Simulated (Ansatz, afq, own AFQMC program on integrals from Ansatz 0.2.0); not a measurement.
# H3 (doublet): quantum Monte Carlo beside coupled cluster at distance H1–H2 along a hydrogen transfer = 0.915 Å, cc-pVTZ

How near does AFQMC come to the top of the ladder for H3 (doublet)?

Program: Ansatz 0.2.0, Gaussian basis, and an in-house AFQMC program (afq) on its integrals; all values are calculated. Level of theory: cc-pVTZ, frozen cores. These are calculated values, not measurements.

Plan: Full CI; PBE (unrestricted); r2SCAN (unrestricted); PBE0 (unrestricted); B3LYP (unrestricted); wB97M-V (unrestricted); B2PLYP (unrestricted); CCSD(T) on UHF; Full CI; CCSD(T) on UHF; CCSD(T) on UHF; Phaseless AFQMC, CISD trial on UHF.

## (1) The system

The geometry derives from fragments relaxed apart (PBE0/def2-TZVP) and kept rigid, so it is no stationary point. A hydrogen atom is moved between rigid fragments.

3 atoms, charge 0, spin multiplicity 2.

Atoms are counted from 1 here; the program's logs count them from 0.

No contacts short enough for the rule that draws bonds.

## (2) Full CI

File in.yaml:

```yaml
crystal:
  periodic: [false, false, false]
  atoms:
    - {symbol: H, position_ang: [0.000000, 0.000000, -0.933667]}
    - {symbol: H, position_ang: [0.000000, 0.000000, -0.018667]}
    - {symbol: H, position_ang: [0.000000, 0.000000, 0.952333]}
basis:
  gaussian: {orbitals: cc-pVTZ}
magnetization: {spin_polarized: false, initial_magnetization: 1}
correlation: {method: fci, electrons: outside_noble_gas}
```

On the command line:

```
$ ansatz run in.yaml --threads 1 --pin off --events-out ev --progress --plain --max-ram 24576MiB --backend cuda --devices 0, --max-vram 18GiB
```

Log:

```text
Functional definition: HF
  name "HF"
  cite "Fock, Z. Phys. 61, 126 (1930) doi:10.1007/BF01340294"
  parent pbe
  exchange = exact_x
  correlation = 0
416 factors; integrals over basis functions are off by at most 2.2e-7 eV
mean field evaluation 1: about -43.1856 eV, gradient 5.2e0 eV
mean field evaluation 2: about -43.1845 eV, gradient 5.1e0 eV
mean field evaluation 4: about -43.3737 eV, gradient 3.0e-1 eV
mean field evaluation 8: about -43.3788 eV, gradient 1.1e-2 eV
mean field -43.37875725 eV, -1.5941399256 hartree, gradient 7.5e-7 eV, S^2 0.750000; 0 other end points of the search recorded, 0 dependent functions left out
mean field evaluation 16: about -43.5765 eV, gradient 2.4e0 eV
reference -43.37875725 eV, -1.5941399256 hartree; 2, 1 occupied and 40, 41 virtual orbitals, 416 factors
state -45.07069387 eV, -1.6563174497 hartree
Total energy: -45.07069387 eV, -1.6563174497 hartree
```

It took 15 s on 1 × NVIDIA H100 80GB HBM3 with 1 thread of AMD EPYC 7R13 (Zen 3), shared host.

From the report: 10,305 determinants, symmetry A1.

## (3) PBE (unrestricted)

in.yaml, as its differences from that of step 2:

```diff
@@ -8,3 +8,4 @@
   gaussian: {orbitals: cc-pVTZ}
-magnetization: {spin_polarized: false, initial_magnetization: 1}
-correlation: {method: fci, electrons: outside_noble_gas}
+magnetization: {spin_polarized: true, initial_magnetization: 1}
+hamiltonian: {xc: {name: PBE}}
+output: {orbitals: {seedname: orbitals}}
```

On the command line:

```
$ ansatz run in.yaml --threads 1 --pin off --events-out ev --progress --plain --max-ram 8192MiB --backend cpu
```

Log:

```text
Functional definition: PBE
  name "PBE"
  cite "Perdew, Burke & Ernzerhof, Phys. Rev. Lett. 77, 3865 (1996) doi:10.1103/PhysRevLett.77.3865"
  parent pbe
  parameter kappa = 0.804
  parameter beta = 0.06672455060314922
  exchange = pbe_x(kappa = kappa, mu = beta*pi^2/3)
  correlation = pbe_c(beta = beta)
180 factors; their error is unknown
mean field evaluation 1: about -44.8135 eV, gradient 6.3e0 eV
mean field evaluation 2: about -45.1010 eV, gradient 2.8e0 eV
mean field evaluation 4: about -45.1709 eV, gradient 1.3e-1 eV
mean field evaluation 8: about -45.1672 eV, gradient 1.9e-2 eV
mean field -45.16722788 eV, -1.6598650091 hartree, gradient 5.4e-5 eV, S^2 0.757230; 0 other end points of the search recorded, 0 dependent functions left out
reference -45.16725308 eV, -1.6598659353 hartree; 2, 1 occupied and 40, 41 virtual orbitals, 180 factors
Total energy: -45.16725308 eV, -1.6598659353 hartree
```

Wall time 0.24 s (1 thread of AMD EPYC 7R13 (Zen 3), shared host).

From the report: ⟨S²⟩ of the determinant 0.757 (pure doublet: 0.75).

## (4) r2SCAN (unrestricted)

in.yaml, as its differences from that of step 3:

```diff
@@ -9,3 +9,2 @@
 magnetization: {spin_polarized: true, initial_magnetization: 1}
-hamiltonian: {xc: {name: PBE}}
-output: {orbitals: {seedname: orbitals}}
+hamiltonian: {xc: {name: r2SCAN}}
```

The command is unchanged.

Log:

```text
Functional definition: r2SCAN
  name "r2SCAN"
  cite "Furness, Kaplan, Ning, Perdew & Sun, J. Phys. Chem. Lett. 11, 8208 (2020) doi:10.1021/acs.jpclett.0c02405"
  cite "Furness, Kaplan, Ning, Perdew & Sun, J. Phys. Chem. Lett. 11, 9248 (2020) doi:10.1021/acs.jpclett.0c03077"
  parent r2scan
  parameter k0 = 0.174
  parameter k1 = 0.065
  parameter a1 = 4.9479
  exchange = r2scan_x(k0 = k0, k1 = k1, a1 = a1)
  correlation = r2scan_c
180 factors; their error is unknown
mean field evaluation 1: about -45.0901 eV, gradient 5.5e0 eV
mean field evaluation 2: about -45.3352 eV, gradient 1.9e0 eV
mean field evaluation 4: about -45.3681 eV, gradient 9.0e-2 eV
mean field evaluation 8: about -45.3658 eV, gradient 6.0e-4 eV
mean field -45.36583264 eV, -1.6671635995 hartree, gradient 2.0e-5 eV, S^2 0.762724; 0 other end points of the search recorded, 0 dependent functions left out
reference -45.36584272 eV, -1.6671639699 hartree; 2, 1 occupied and 40, 41 virtual orbitals, 180 factors
Total energy: -45.36584272 eV, -1.6671639699 hartree
```

Run time: 0.45 s. Hardware: 1 thread of AMD EPYC 7R13 (Zen 3), shared host.

From the report: ⟨S²⟩ of the determinant 0.763 (pure doublet: 0.75).

## (5) PBE0 (unrestricted)

in.yaml, as its differences from that of step 4:

```diff
@@ -9,2 +9,3 @@
 magnetization: {spin_polarized: true, initial_magnetization: 1}
-hamiltonian: {xc: {name: r2SCAN}}
+hamiltonian: {xc: {name: PBE0}}
+output: {orbitals: {seedname: orbitals}}
```

The command is unchanged.

Log:

```text
Functional definition: PBE0
  name "PBE0"
  cite "Adamo & Barone, J. Chem. Phys. 110, 6158 (1999) doi:10.1063/1.478522"
  cite "Perdew, Burke & Ernzerhof, Phys. Rev. Lett. 77, 3865 (1996) doi:10.1103/PhysRevLett.77.3865"
  parent pbe
  parameter a = 0.25
  parameter kappa = 0.804
  parameter beta = 0.06672455060314922
  exchange = (1 - a)*pbe_x(kappa = kappa, mu = beta*pi^2/3) + a*exact_x
  correlation = pbe_c(beta = beta)
180 factors; their error is unknown
mean field evaluation 1: about -45.0151 eV, gradient 4.2e0 eV
mean field evaluation 2: about -45.1704 eV, gradient 1.2e0 eV
mean field evaluation 4: about -45.1862 eV, gradient 3.7e-2 eV
mean field evaluation 8: about -45.1830 eV, gradient 3.7e-4 eV
mean field -45.18300384 eV, -1.6604447652 hartree, gradient 3.2e-5 eV, S^2 0.761826; 0 other end points of the search recorded, 0 dependent functions left out
reference -45.18302340 eV, -1.6604454840 hartree; 2, 1 occupied and 40, 41 virtual orbitals, 180 factors
Total energy: -45.18302340 eV, -1.6604454840 hartree
```

Wall time 0.24 s (1 thread of AMD EPYC 7R13 (Zen 3), shared host).

From the report: ⟨S²⟩ of the determinant 0.762 (pure doublet: 0.75).

## (6) B3LYP (unrestricted)

in.yaml, as its differences from that of step 5:

```diff
@@ -9,3 +9,2 @@
 magnetization: {spin_polarized: true, initial_magnetization: 1}
-hamiltonian: {xc: {name: PBE0}}
-output: {orbitals: {seedname: orbitals}}
+hamiltonian: {xc: {name: B3LYP}}
```

Same command.

Log:

```text
Functional definition: B3LYP
  name "B3LYP"
  cite "Stephens, Devlin, Chabalowski & Frisch, J. Phys. Chem. 98, 11623 (1994) doi:10.1021/j100096a001"
  cite "Becke, Phys. Rev. A 38, 3098 (1988) doi:10.1103/PhysRevA.38.3098"
  cite "Lee, Yang & Parr, Phys. Rev. B 37, 785 (1988) doi:10.1103/PhysRevB.37.785"
  cite "Vosko, Wilk & Nusair, Can. J. Phys. 58, 1200 (1980) doi:10.1139/p80-159"
  parameter a0 = 0.2
  parameter ax = 0.72
  parameter ac = 0.81
  exchange = (1 - a0 - ax)*slater_x + ax*b88_x + a0*exact_x
  correlation = (1 - ac)*vwn_rpa_c + ac*lyp_c
180 factors; their error is unknown
mean field evaluation 1: about -45.3804 eV, gradient 4.8e0 eV
mean field evaluation 2: about -45.5705 eV, gradient 1.5e0 eV
mean field evaluation 4: about -45.5916 eV, gradient 5.3e-2 eV
mean field evaluation 8: about -45.5882 eV, gradient 1.8e-4 eV
mean field -45.58820683 eV, -1.6753357001 hartree, gradient 1.2e-5 eV, S^2 0.759323; 0 other end points of the search recorded, 0 dependent functions left out
reference -45.58835613 eV, -1.6753411869 hartree; 2, 1 occupied and 40, 41 virtual orbitals, 180 factors
Total energy: -45.58835613 eV, -1.6753411869 hartree
```

Run time: 0.21 s. Hardware: 1 thread of AMD EPYC 7R13 (Zen 3), shared host.

From the report: ⟨S²⟩ of the determinant 0.759 (pure doublet: 0.75).

## (7) wB97M-V (unrestricted)

in.yaml, as its differences from that of step 6:

```diff
@@ -9,2 +9,3 @@
 magnetization: {spin_polarized: true, initial_magnetization: 1}
-hamiltonian: {xc: {name: B3LYP}}
+hamiltonian: {xc: {name: wB97M-V}}
+output: {orbitals: {seedname: orbitals}}
```

Launched as before.

Log, cut to the lines that bear on the results:

```text
Functional definition: wB97M-V
  name "wB97M-V"
  cite "Mardirossian & Head-Gordon, J. Chem. Phys. 144, 214110 (2016) doi:10.1063/1.4952647"
  cite "Becke, J. Chem. Phys. 107, 8554 (1997) doi:10.1063/1.475007"
  cite "Vydrov & Van Voorhis, J. Chem. Phys. 133, 244103 (2010) doi:10.1063/1.3521275"
  # Of w^i u^j: cxij and so on, Table III.
[...]
  gx(w, u) = 1 - cx + cx01*u + cx10*w
  gss(w, u) = css00 + css04*u^4 + css10*w + css20*w^2 + css43*w^4*u^3
  gos(w, u) = cos00 + cos10*w + (cos20 + cos21*u)*w^2 + (cos60 + cos61*u)*w^6
[...]
      + integral(e_c_pw_mod_opposite_spin*gos(b97_w_opposite, b97_u_opposite)) + vv10(b, c)
180 factors; their error is unknown
63 factors; integrals over basis functions are off by at most 2.6e-5 eV
[...]
mean field -44.66778054 eV, -1.6415106579 hartree, gradient 3.1e-5 eV, S^2 0.757076; 0 other end points of the search recorded, 0 dependent functions left out
reference -44.66780885 eV, -1.6415116981 hartree; 2, 1 occupied and 40, 41 virtual orbitals, 180 factors
Total energy: -44.66780885 eV, -1.6415116981 hartree
```

Wall time 0.75 s (1 thread of AMD EPYC 7R13 (Zen 3), shared host).

From the report: ⟨S²⟩ of the determinant 0.757 (pure doublet: 0.75).

## (8) B2PLYP (unrestricted)

in.yaml, as its differences from that of step 7:

```diff
@@ -9,3 +9,3 @@
 magnetization: {spin_polarized: true, initial_magnetization: 1}
-hamiltonian: {xc: {name: wB97M-V}}
-output: {orbitals: {seedname: orbitals}}
+hamiltonian: {xc: {name: B2PLYP}}
+correlation: {electrons: outside_noble_gas}
```

Launched as before.

Log:

```text
Functional definition: B2PLYP
  name "B2PLYP"
  cite "Grimme, J. Chem. Phys. 124, 034108 (2006) doi:10.1063/1.2148954"
  cite "Becke, Phys. Rev. A 38, 3098 (1988) doi:10.1103/PhysRevA.38.3098"
  cite "Lee, Yang & Parr, Phys. Rev. B 37, 785 (1988) doi:10.1103/PhysRevB.37.785"
  parameter a = 0.53
  parameter c = 0.27
  exchange = (1 - a)*b88_x + a*exact_x
  correlation = (1 - c)*lyp_c + c*(mp2_os + mp2_ss)
217 factors; integrals over basis functions are off by at most 1.1e-3 eV
mean field evaluation 1: about -44.5720 eV, gradient 3.7e0 eV
mean field evaluation 2: about -44.5681 eV, gradient 3.7e0 eV
mean field evaluation 4: about -44.7335 eV, gradient 3.6e-1 eV
mean field evaluation 8: about -44.7354 eV, gradient 1.2e-3 eV
mean field evaluation 16: about -44.7354 eV, gradient 2.3e-6 eV
mean field -44.73539952 eV, -1.6439956098 hartree, gradient 2.3e-6 eV, S^2 0.768464; 0 other end points of the search recorded, 0 dependent functions left out
reference -44.73549569 eV, -1.6439991439 hartree; 2, 1 occupied and 40, 41 virtual orbitals, 217 factors
second order -1.31689269 eV of doubles, -0.00000000 eV of singles
Total energy: -45.09105672 eV, -1.6570657706 hartree
```

Wall time 0.24 s (1 thread of AMD EPYC 7R13 (Zen 3), shared host).

From the report: ⟨S²⟩ of the determinant 0.768 (pure doublet: 0.75).

## (9) CCSD(T) on UHF

in.yaml, as its differences from that of step 8:

```diff
@@ -9,3 +9,2 @@
 magnetization: {spin_polarized: true, initial_magnetization: 1}
-hamiltonian: {xc: {name: B2PLYP}}
-correlation: {electrons: outside_noble_gas}
+correlation: {method: ccsd_t, electrons: outside_noble_gas, hamiltonian_folder: ham}
```

On the command line:

```
$ ansatz run in.yaml --threads 1 --pin off --events-out ev --progress --plain --max-ram 24576MiB --backend cuda --devices 0, --max-vram 18GiB
```

Log, cut to the lines that bear on the results:

```text
Functional definition: HF
  name "HF"
  cite "Fock, Z. Phys. 61, 126 (1930) doi:10.1007/BF01340294"
  parent pbe
[...]
217 factors; integrals over basis functions are off by at most 1.1e-3 eV
[...]
mean field -43.67253618 eV, -1.6049361022 hartree, gradient 2.4e-6 eV, S^2 0.788327; 0 other end points of the search recorded, 0 dependent functions left out
reference -43.67253618 eV, -1.6049361022 hartree; 2, 1 occupied and 40, 41 virtual orbitals, 217 factors
second order -1.04105562 eV of doubles, -0.00000000 eV of singles
cycle   1  -1.23518992 eV  change   -1.9e-1 eV  update   3.9e-2
[...]
cycle  10  -1.38274514 eV  change   -6.8e-7 eV  update   1.5e-6
perturbative correction -0.01220172 eV, -0.0004484048 hartree
Total energy: -45.06748303 eV, -1.6561994535 hartree
```

Run time: 16 s. Hardware: 1 × NVIDIA H100 80GB HBM3 with 1 thread of AMD EPYC 7R13 (Zen 3), shared host.

From the report: ⟨S²⟩ of the determinant 0.788 (pure doublet: 0.75); correlation -1.3949 eV; T1 0.022; largest double amplitude 0.07.

This run also writes the integrals to the folder ham.

## (10) Full CI

File in.yaml:

```yaml
hamiltonian:
  integrals:
    folder: ../ham
correlation: {method: fci}
```

Same command.

Log:

```text
Functional definition: HF
  name "HF"
  cite "Fock, Z. Phys. 61, 126 (1930) doi:10.1007/BF01340294"
  parent pbe
  exchange = exact_x
  correlation = 0
reference -43.36908957 eV, -1.5937846451 hartree; 2, 1 occupied and 40, 41 virtual orbitals, 217 factors
state -45.07069950 eV, -1.6563176565 hartree
Total energy: -45.07069950 eV, -1.6563176565 hartree
```

It took 13 s on 1 × NVIDIA H100 80GB HBM3 with 1 thread of AMD EPYC 7R13 (Zen 3), shared host.

From the report: 10,305 determinants.

## (11) CCSD(T) on UHF

File in.yaml:

```yaml
crystal:
  periodic: [false, false, false]
  atoms:
    - {symbol: H, position_ang: [0.000000, 0.000000, -0.933667]}
    - {symbol: H, position_ang: [0.000000, 0.000000, -0.018667]}
    - {symbol: H, position_ang: [0.000000, 0.000000, 0.952333]}
basis:
  gaussian: {orbitals: def2-TZVPP}
magnetization: {spin_polarized: true, initial_magnetization: 1}
correlation: {method: ccsd_t, electrons: outside_noble_gas}
```

The command is unchanged.

Log, cut to the lines that bear on the results:

```text
Functional definition: HF
  name "HF"
  cite "Fock, Z. Phys. 61, 126 (1930) doi:10.1007/BF01340294"
  parent pbe
[...]
217 factors; integrals over basis functions are off by at most 1.1e-3 eV
[...]
mean field -43.67259656 eV, -1.6049383212 hartree, gradient 2.4e-6 eV, S^2 0.788328; 0 other end points of the search recorded, 0 dependent functions left out
reference -43.67259656 eV, -1.6049383212 hartree; 2, 1 occupied and 40, 41 virtual orbitals, 217 factors
second order -1.04104738 eV of doubles, -0.00000000 eV of singles
cycle   1  -1.23517624 eV  change   -1.9e-1 eV  update   3.9e-2
[...]
cycle  10  -1.38274030 eV  change   -6.6e-7 eV  update   1.5e-6
perturbative correction -0.01220007 eV, -0.0004483443 hartree
Total energy: -45.06753693 eV, -1.6562014342 hartree
```

Run time: 15 s. Hardware: 1 × NVIDIA H100 80GB HBM3 with 1 thread of AMD EPYC 7R13 (Zen 3), shared host.

From the report: ⟨S²⟩ of the determinant 0.788 (pure doublet: 0.75); correlation -1.3949 eV; T1 0.022; largest double amplitude 0.07.

## (12) CCSD(T) on UHF

in.yaml, as its differences from that of step 11:

```diff
@@ -7,3 +7,3 @@
 basis:
-  gaussian: {orbitals: def2-TZVPP}
+  gaussian: {orbitals: "def2-QZVPP.json"}
 magnetization: {spin_polarized: true, initial_magnetization: 1}
```

Same command.

Log, cut to the lines that bear on the results:

```text
Functional definition: HF
  name "HF"
  cite "Fock, Z. Phys. 61, 126 (1930) doi:10.1007/BF01340294"
  parent pbe
[...]
514 factors; integrals over basis functions are off by at most 1.1e-3 eV
[...]
mean field -43.69078881 eV, -1.6056068739 hartree, gradient 2.7e-6 eV, S^2 0.788355; 0 other end points of the search recorded, 0 dependent functions left out
reference -43.69078881 eV, -1.6056068739 hartree; 2, 1 occupied and 88, 89 virtual orbitals, 514 factors
second order -1.08989250 eV of doubles, -0.00000000 eV of singles
cycle   1  -1.27036486 eV  change   -1.8e-1 eV  update   3.9e-2
[...]
cycle  10  -1.41965181 eV  change   -2.4e-6 eV  update   1.8e-6
perturbative correction -0.01342173 eV, -0.0004932395 hartree
Total energy: -45.12386234 eV, -1.6582713551 hartree
```

It took 14 s on 1 × NVIDIA H100 80GB HBM3 with 1 thread of AMD EPYC 7R13 (Zen 3), shared host.

From the report: ⟨S²⟩ of the determinant 0.788 (pure doublet: 0.75); correlation -1.4331 eV; T1 0.022; largest double amplitude 0.07.

## (13) Phaseless AFQMC, CISD trial on UHF

It reads the integrals that the CCSD(T) run on this determinant wrote.

On the command line:

```
$ afq ham --method phaseless --trial cisd --walkers 4000 --populations 20 --least-time 60 --time-step 0.005 --steps-per-block 50 --equilibration-blocks 28 --max-blocks 4000 --target-error 0.00011 --factor-cut 1e-05 --start spin_pure --seed 9456 --release-times 0.24,0.51,0.99,1.62,2.4 --release-step 0.03 --release-every 3 --taylor-order 6
```

Log:

```text
orbitals 42  electrons 2 1  factors 217 of 217
reference energy -1.60493610 Eh
CCSD correlation -0.05081491 Eh in 9 cycles, weight of the determinant in the CISD state 0.9673
energy of the start -1.655697 Eh
 block  time / (1/Eh)  mean weight  energy / Eh
     1     0.250  1.0000  -1.655774
     2     0.500  0.9999  -1.655896
     3     0.750  1.0000  -1.655995
     4     1.000  0.9999  -1.656082
     5     1.250  1.0001  -1.656143
     6     1.500  1.0000  -1.656169
     7     1.750  1.0001  -1.656221
     8     2.000  1.0000  -1.656247
     9     2.250  1.0000  -1.656231
    10     2.500  1.0000  -1.656250
    11     2.750  1.0002  -1.656268
    12     3.000  0.9997  -1.656288
    13     3.250  0.9997  -1.656260
    14     3.500  1.0002  -1.656303
    15     3.750  1.0000  -1.656331
    16     4.000  1.0000  -1.656342
    17     4.250  1.0001  -1.656276
    18     4.500  1.0002  -1.656268
    19     4.750  1.0000  -1.656297
    20     5.000  1.0000  -1.656321
    21     5.250  0.9999  -1.656301
    22     5.500  1.0002  -1.656284
    23     5.750  0.9999  -1.656286
    24     6.000  1.0001  -1.656288
    25     6.250  1.0000  -1.656256
    26     6.500  1.0002  -1.656277
    27     6.750  1.0000  -1.656310
    28     7.000  0.9998  -1.656272
    29     7.250  1.0001  -1.656284
    30     7.500  0.9999  -1.656305
    31     7.750  1.0001  -1.656306
    32     8.000  0.9999  -1.656281
    33     8.250  0.9998  -1.656258
    34     8.500  1.0001  -1.656266
    35     8.750  1.0001  -1.656318
    36     9.000  1.0003  -1.656286
    37     9.250  0.9999  -1.656278
    38     9.500  1.0001  -1.656292
    39     9.750  1.0000  -1.656251
    40    10.000  1.0003  -1.656247
    41    10.250  1.0001  -1.656246
    42    10.500  0.9999  -1.656288
    43    10.750  1.0000  -1.656301
    44    11.000  1.0000  -1.656322
    45    11.250  0.9997  -1.656324
    46    11.500  0.9999  -1.656308
    47    11.750  0.9995  -1.656298
    48    12.000  0.9999  -1.656300
    49    12.250  1.0000  -1.656283
    50    12.500  1.0000  -1.656327
    51    12.750  1.0000  -1.656307
    52    13.000  1.0000  -1.656301
    53    13.250  1.0002  -1.656280
    54    13.500  0.9999  -1.656282
    55    13.750  1.0001  -1.656267
    56    14.000  1.0000  -1.656284
    57    14.250  1.0000  -1.656264
    58    14.500  1.0000  -1.656303
    59    14.750  1.0001  -1.656313
    60    15.000  1.0000  -1.656280
    61    15.250  1.0001  -1.656330
    62    15.500  0.9998  -1.656282
    63    15.750  1.0000  -1.656255
    64    16.000  1.0000  -1.656262
    65    16.250  1.0000  -1.656246
    66    16.500  0.9997  -1.656251
    67    16.750  0.9998  -1.656310
    68    17.000  1.0000  -1.656298
    69    17.250  0.9998  -1.656288
    70    17.500  1.0001  -1.656327
    71    17.750  0.9999  -1.656301
    72    18.000  1.0000  -1.656325
    73    18.250  1.0000  -1.656326
    74    18.500  1.0001  -1.656293
    75    18.750  1.0001  -1.656318
    76    19.000  1.0000  -1.656350
    77    19.250  1.0002  -1.656289
    78    19.500  1.0001  -1.656288
error from the spread of 20 populations
released: time / (1/Eh)  energy / Eh  error  mean overlap
  0.24  -1.656299  0.000005  0.9997
  0.51  -1.656296  0.000006  0.9988
  0.99  -1.656302  0.000005  0.9975
  1.62  -1.656307  0.000005  0.9949
  2.40  -1.656308  0.000004  0.9942
energy -1.656292 +/- 0.000007 Eh
```

Wall time 24 s (1 × NVIDIA H100 80GB HBM3 with 2 threads of AMD EPYC 7R13 (Zen 3), shared host).

Energy -45.0700 ± 0.0002 eV. Caveats: constraint bias not in the error.

## (14) AFQMC on the ladder

On the UHF determinant, counted from full CI (exact for this spin and basis):

```csv
level,energy (eV),from full CI (meV),statistical error (meV),time
HF,-43.6725,+1398.2,,
MP2,-44.7136,+357.1,,
CCSD,-45.0553,+15.4,,
CCSD(T),-45.0675,+3.2,,
full CI,-45.0707,0.0,,
"Phaseless AFQMC, CISD trial, step 0.005, 4000 walkers",-45.0700,+0.7,0.2,24 s
```

The functionals' totals stand on their own zeros and serve differences with other points: PBE -45.167 eV; r2SCAN -45.366 eV; PBE0 -45.183 eV; B3LYP -45.588 eV; wB97M-V -44.668 eV; B2PLYP -45.091 eV.

## (15) Results

| quantity | value |
| --- | --- |
| CCSD(T) on UHF from full CI | +3.2 meV |
| Phaseless AFQMC, CISD trial on UHF from full CI | +0.7 ± 0.2 meV |

In words: On UHF the phaseless walk with the CISD trial lies +0.7 meV from full CI, 4 times its error bar: mostly the bias of the constraint. Error bars are statistical and leave out the constraint, the time step and what remains of the start.
